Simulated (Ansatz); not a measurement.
# CClFI: the cost of one run

Method: the settings change from run to run; program: Ansatz 0.2.0, Gaussian basis.

### Step 1. The molecule

The structure was relaxed beforehand with PBE0-D4 in a triple-zeta def2 set. I takes a core potential in def2 sets; no spin-orbit term is included.

SMILES `F[C](Cl)I`, 4 atoms, charge 0, spin multiplicity 2.

Atoms are counted from 1 here; the program's logs count them from 0.

Bond lengths: F1–C2 1.321 Å, C2–Cl3 1.707 Å, C2–I4 2.087 Å. Angles: F1–C2–Cl3 112.9°, F1–C2–I4 114.2°, Cl3–C2–I4 118.7°.

### Step 2. r2SCAN0/def2-SVPD

This run has high accuracy, the search for lower states set to off.

in.yaml

```yaml
crystal:
  periodic: [false, false, false]
  atoms:
    - {symbol: F, position_ang: [1.323474, 0.023191, 0.502691]}
    - {symbol: C, position_ang: [0.019388, 0.066030, 0.298125]}
    - {symbol: Cl, position_ang: [-0.728936, -1.459963, 0.453465]}
    - {symbol: I, position_ang: [-0.558425, 1.310441, -1.274582]}
basis:
  gaussian: {orbitals: def2-SVPD}
magnetization: {spin_polarized: true, initial_magnetization: 1}
hamiltonian: {xc: {name: r2SCAN0}}
accuracy: high
scf: {lower_state_search: off}
```

Launch:

```
$ ansatz run in.yaml --threads 4 --pin off --events-out ev --progress --plain --max-ram 10444MiB
```

**Question.** How long does this run take on 4 threads of Intel Xeon at 2.80GHz, shared host, and how much memory does it need?

About 7 s, with a peak of 0.49 GiB.
